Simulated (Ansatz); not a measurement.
# C₂H₉ClInN: how energies converge with the basis set

The task here is to estimate one member of a computed series from the others.

Method: one geometry, several basis sets; program: Ansatz 0.2.0, Gaussian basis.

Levels to be run: PBE0-D4/def2-SVP; ωB97M-V/def2-SVP; PBE0-D4/def2-QZVPP; ωB97M-V/def2-QZVPP; the functionals' def2-TZVPP values are taken from earlier runs.

**The relaxed structure**

All runs share one geometry, relaxed beforehand with PBE0-D4 in a triple-zeta def2 set. In takes the def2 core potential; no spin-orbit term is included.

SMILES `[CH3][In-]([CH3])([NH3+])[Cl]`, 14 atoms, charge 0, spin multiplicity 1.

Atoms are counted from 1 here; the program's logs count them from 0.

Bond lengths: C1–In2 2.147 Å, C1–H6 1.091 Å, C1–H7 1.091 Å, C1–H8 1.092 Å, In2–C3 2.147 Å, In2–N4 2.384 Å, In2–Cl5 2.423 Å, C3–H9 1.092 Å, C3–H10 1.091 Å, C3–H11 1.091 Å, N4–H12 1.013 Å, N4–H13 1.013 Å, N4–H14 1.017 Å. Angles: In2–C1–H6 110.2°, In2–C1–H7 109.4°, In2–C1–H8 111.4°, H6–C1–H7 108.2°, H6–C1–H8 108.3°, H7–C1–H8 109.3°, C1–In2–C3 135.4°, C1–In2–N4 101.1°, C1–In2–Cl5 110.1°, C3–In2–N4 101.1°, C3–In2–Cl5 110.1°, N4–In2–Cl5 85.1°, In2–C3–H9 111.4°, In2–C3–H10 110.2°, In2–C3–H11 109.4°, H9–C3–H10 108.3°, H9–C3–H11 109.3°, H10–C3–H11 108.2° and more.

The first run:

in.yaml reads:

```yaml
crystal:
  periodic: [false, false, false]
  atoms:
    - {symbol: C, position_ang: [-1.863762, 1.216563, 0.138983]}
    - {symbol: In, position_ang: [0.167642, 0.538952, -0.017675]}
    - {symbol: C, position_ang: [1.754755, 0.134904, 1.370871]}
    - {symbol: N, position_ang: [-0.142307, -1.612473, -0.997405]}
    - {symbol: Cl, position_ang: [1.086660, 1.158288, -2.172740]}
    - {symbol: H, position_ang: [-1.889840, 2.260094, 0.456278]}
    - {symbol: H, position_ang: [-2.345341, 1.144654, -0.837209]}
    - {symbol: H, position_ang: [-2.426263, 0.624437, 0.863433]}
    - {symbol: H, position_ang: [1.421689, -0.522524, 2.176306]}
    - {symbol: H, position_ang: [2.113165, 1.064940, 1.814627]}
    - {symbol: H, position_ang: [2.586467, -0.334033, 0.843195]}
    - {symbol: H, position_ang: [-1.102437, -1.919314, -1.099254]}
    - {symbol: H, position_ang: [0.394320, -2.368170, -0.588354]}
    - {symbol: H, position_ang: [0.232353, -1.415420, -1.922155]}
basis:
  gaussian: {orbitals: def2-SVP}
hamiltonian: {xc: pbe0, dispersion: d4}
output: {orbitals: {seedname: orbitals}}
```

The run is started by

```
> ansatz run in.yaml --threads 4 --pin off --events-out ev --progress --plain --max-ram 11315MiB
```

Steps of the session up to this table: PBE0-D4 in def2-SVP; ωB97M-V in def2-SVP; PBE0-D4 in def2-QZVPP; ωB97M-V in def2-QZVPP.

One of the session's tables, all rows but one given; the rest of the session is left out.

It belongs to the step «Functionals by basis». 

| functional | basis | HOMO (eV) | LUMO (eV) |
| --- | --- | --- | --- |
| PBE0-D4 | def2-SVP | -6.86 | 0.37 |
| PBE0-D4 | def2-TZVPP | -7.03 | -0.23 |
| PBE0-D4 | def2-QZVPP | -7.06 | -0.51 |
| ωB97M-V | def2-SVP | -9.02 | 1.90 |
| ωB97M-V | def2-TZVPP | -9.21 | 1.02 |
| ωB97M-V | def2-QZVPP | ? | ? |

Q: Estimate the row for ωB97M-V, def2-QZVPP from the others.

**Answer.** HOMO (eV): -9.24; LUMO (eV): 0.55. In the column «HOMO (eV)» it is the lowest.
